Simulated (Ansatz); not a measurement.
Run this with Ansatz's Python interface and show what comes out.

Script `disp_keubiwo6.py`:
```python
"""D3 and D4 dispersion energy of KEuBiWO6, with no SCF."""

import ansatz as az
import numpy as np

VECTORS = np.array([
    [0.0, 4.27166, 4.27166],
    [4.27166, 0.0, 4.27166],
    [4.27166, 4.27166, 0.0],
])
SITES = [
    ("K", (0.75, 0.75, 0.75), 0.0),
    ("Eu", (0.25, 0.25, 0.25), 9.1),
    ("Bi", (0.0, 0.0, 0.0), 0.0),
    ("W", (0.5, 0.5, 0.5), 0.0),
    ("O", (0.72842, 0.27158, 0.27158), 0.0),
    ("O", (0.27158, 0.72842, 0.72842), 0.0),
    ("O", (0.72842, 0.72842, 0.27158), 0.0),
    ("O", (0.27158, 0.27158, 0.72842), 0.0),
    ("O", (0.27158, 0.72842, 0.27158), 0.0),
    ("O", (0.72842, 0.27158, 0.72842), 0.0),
]


def make_crystal(cell):
    crystal = az.Crystal(lattice=az.Lattice.of(cell))
    for symbol, position, moment in SITES:
        crystal = crystal.atom(symbol, position, moment=moment or None)
    return crystal


def main() -> None:
    atoms = [(site[0], site[1]) for site in SITES]
    print("dispersion energy and pressure at linear scale factors", (1.0, 1.05))
    for functional in (az.Functional.HSE06, az.Functional.R2SCAN):
        for method in ("d3bj", "d4"):
            damping = az.dispersion_damping(method=method, xc=functional)
            line = []
            for scale in (1.0, 1.05):
                term = az.pairwise_dispersion(vectors=(VECTORS * scale).tolist(), atoms=atoms, damping=damping, periodic=(True, True, True))
                line.append(f"{term.energy_ev / len(atoms):.4f} eV/atom, {np.trace(term.stress_gpa) / 3:.2f} GPa")
            print(functional.value, method, "|", " | ".join(line))
    print("charges of the D4 model in the last cell:", np.round(term.partial_charges_e, 3))


if __name__ == "__main__":
    main()
```

```console
$ python disp_keubiwo6.py
dispersion energy and pressure at linear scale factors (1.0, 1.05)
hse06 d3bj | -0.2832 eV/atom, -3.00 GPa | -0.2440 eV/atom, -2.17 GPa
hse06 d4 | -0.1927 eV/atom, -1.93 GPa | -0.1679 eV/atom, -1.34 GPa
disp_keubiwo6.py:37: DeckWarning: the engine holds no damping parameters fitted to this dispersion correction and functional, so the run takes those fitted to r2scan beside the three-body term, which d3bj leaves out (hamiltonian.dispersion, under Limitations)
  damping = az.dispersion_damping(method=method, xc=functional)
r2scan d3bj | -0.1026 eV/atom, -1.10 GPa | -0.0880 eV/atom, -0.82 GPa
r2scan d4 | -0.0768 eV/atom, -0.75 GPa | -0.0670 eV/atom, -0.54 GPa
charges of the D4 model in the last cell: [ 0.793  1.051  0.502  0.927 -0.546 -0.546 -0.546 -0.546 -0.546 -0.546]
```

The structure comes from a database and needn't be a stable phase.
